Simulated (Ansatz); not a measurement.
Crystal: MoN2.

```
CELL_PARAMETERS angstrom
4.34805 0.00000 0.00000
0.00000 4.34805 0.00000
0.00000 0.00000 2.76746
ATOMIC_POSITIONS crystal
Mo 0.00000 0.00000 0.00000
Mo 0.50000 0.50000 0.00000
N 0.61165 0.88835 0.50000
N 0.38835 0.11165 0.50000
N 0.11165 0.61165 0.50000
N 0.88835 0.38835 0.50000
```

Measurements of this composition are mostly on another form, of space group No. 160.

Base run:

| Quantity | Value |
| --- | --- |
| Program | Ansatz 0.2.0 |
| Functional | r2SCAN |
| Potentials or basis | Ansatz PAW |
| Cutoff | 500 eV (not typed: the program's choice for these potentials) |
| k mesh | 6 × 6 × 10 |
| Occupations | fermi-dirac, width 0.05 eV |
| Spin | no spin polarisation |

Its results: band gap on the k mesh none (metal or under the smearing width); pressure -8.0 GPa; largest force 0.019 eV/Å.

**Question.** The run is repeated on the same cell with these changes: functional from r2SCAN to LDA; cutoff from 500 eV (not typed: the program's choice for these potentials) to 420 eV (not typed: the program's choice for these potentials). What comes out?

**Answer.** Band gap on the k mesh none (metal or under the smearing width); pressure -21.1 GPa; largest force 0.207 eV/Å.

Caveats: the PAW data sets come from PBE, with cores solved anew for the run's functional, which leaves a small shift of forces and pressure.
